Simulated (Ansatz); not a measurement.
Run this with Ansatz 0.2.0 through its Python package and show what comes out.

`kconv_tepb.py`
```python
"""Convergence of TePb with the k-point mesh."""

import ansatz
import matplotlib.pyplot as plt

lattice = ansatz.Lattice.of(
    (0.0, 3.231, 3.231),
    (3.231, 0.0, 3.231),
    (3.231, 3.231, 0.0),
)
sites = [
    ("Te", (0.5, 0.5, 0.5)),
    ("Pb", (0.0, 0.0, 0.0)),
]
cell = ansatz.Crystal(lattice=lattice)
for symbol, position in sites:
    cell = cell.atom(symbol, position)

job = cell.calculation().pseudopotentials("paw").occupations("fixed").scf(tolerance=1e-09).forces().stress()

rows = []
for value in [(2, 2, 2), (4, 4, 4), (6, 6, 6), (8, 8, 8)]:
    data = job.kpoints(mesh=value).run().report
    rows.append((value, data["free_energy_ev"] / len(data["lattice"]["sites"]), data["n_iterations"], sum(data["stress_gpa"][i][i] for i in range(3)) / 3, max(abs(f) for row in data["forces_ev_ang"] for f in row), data["n_kpoints"]))

print("        mesh   F/atom (eV)    iterations       P (GPa)  max component (eV/A)      k-points")
for row in rows:
    print(f"{str(row[0]):>12s}  {row[1]:12.5f}  {row[2]:12d}  {row[3]:12.3f}  {row[4]:20.4f}  {row[5]:12d}")

# differences from the last row
for row in rows[:-1]:
    shift = 1000 * (row[1] - rows[-1][1])
    print(f"{row[0]}: {shift:+.2f} meV/atom" + ("  (within 5 meV)" if abs(shift) < 5 else ""))
plt.figure(figsize=(4.5, 3))
plt.plot([str(row[0]) for row in rows], [1000 * (row[1] - rows[-1][1]) for row in rows], "o-")
plt.xlabel("mesh")
plt.ylabel("F - F(last) (meV/atom)")
plt.tight_layout()
plt.savefig("kconv.png", dpi=100)
```

```console
$ python kconv_tepb.py
DeckWarning: basis.ecutwfc = 420 eV, auto-derived from the records' recommended cutoffs: set by Te (normal level)
DeckWarning: output.stress: scf.convergence.dr2_threshold = 1e-9 eV is looser than the 2e-10 eV advised for a printed stress (1e-10 eV for each atom of the cell: 2). What an SCF threshold leaves in a stress goes as its square root, and in the free energy as [...]
        mesh   F/atom (eV)    iterations       P (GPa)  max component (eV/A)      k-points
   (2, 2, 2)   -9442.74831             8         9.390                0.0000             3
   (4, 4, 4)   -9443.57842             8         2.141                0.0000             8
   (6, 6, 6)   -9443.58258             8         2.142                0.0000            16
   (8, 8, 8)   -9443.58215             8         2.135                0.0000            29
(2, 2, 2): +833.83 meV/atom
(4, 4, 4): +3.72 meV/atom  (within 5 meV)
(6, 6, 6): -0.44 meV/atom  (within 5 meV)
```
(Warnings from the package without file and line, shortened.)

From 4×4×4 on it stays within 5 meV an atom of the value at 8×8×8; the first row (2×2×2) is off by 833.8 meV and the last but one by 0.44 meV. The pressure moves from 9.39 to 2.14 GPa.

Caveats:
- Forces vanish by symmetry here and test nothing.
- Pressure is positive in compression.
- Spin-orbit coupling, which matters for elements this heavy, is left out.
- No functional is typed, so the default, PBE, holds.
- The starting cell is as deposited in a crystallographic database; the results hold for this polymorph, which needn't be the stable one.
- Shifts are counted from the finest mesh, which is itself no proven limit.
- Processor time in the engine: 4.2 s on 1 thread of Intel(R) Xeon(R) Processor @ 2.30GHz, with other jobs on the host, peak memory 0.58 GiB.
